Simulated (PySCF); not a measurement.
# B8NH9: magnetic properties

Computed with PySCF 2.14.0 and routines of our own; the level stands in each step. Atoms count from 0.

## 1. The system as given

18 atoms, charge 0, multiplicity 1; geometry from: GFN2-xTB.

## 2. Magnetic properties: GIAO KT3/def2-SVP

The job: settings as JSON, then the geometry in Å.

```
{"job": {"kind": "mag", "xc": "KT3", "basis": "def2-SVP"}, "charge": 0, "multiplicity": 1}
B     -1.034400    -0.929200     0.313040
B      1.003200     0.703920     0.731650
N     -0.044240    -0.283880     1.335300
B      1.448060     0.096680    -0.772730
B     -0.953710     0.807610     0.690020
B     -1.394420     0.249400    -0.834170
B     -0.007090    -0.650830    -1.285380
B      0.915850    -1.033030     0.356560
B      0.079460     1.118990    -0.905480
H     -1.678930    -1.813640     0.749920
H      1.607190     1.324080     1.531280
H     -0.076400    -0.495730     2.321830
H      2.480970     0.165220    -1.322700
H     -1.522630     1.490110     1.463970
H     -2.389810     0.426360    -1.428110
H     -0.021790    -1.318560    -2.252280
H      1.441900    -1.980450     0.819790
H      0.146770     2.122940    -1.512510
```

Method: GIAO KT3/def2-SVP magnetisability, rotational g tensor and spin-rotation constants, non-relativistic, gas phase.

The run is started by

```bash
> OMP_NUM_THREADS=1 python excited_run.py task.json out
```

One launch serves the whole session: the jobs run in the order shown.

**Question.** How long does this first job take on 1 thread of Arm Neoverse V1, shared host, and how much memory does it need?

About 46 s, with a peak of 0.55 GiB.
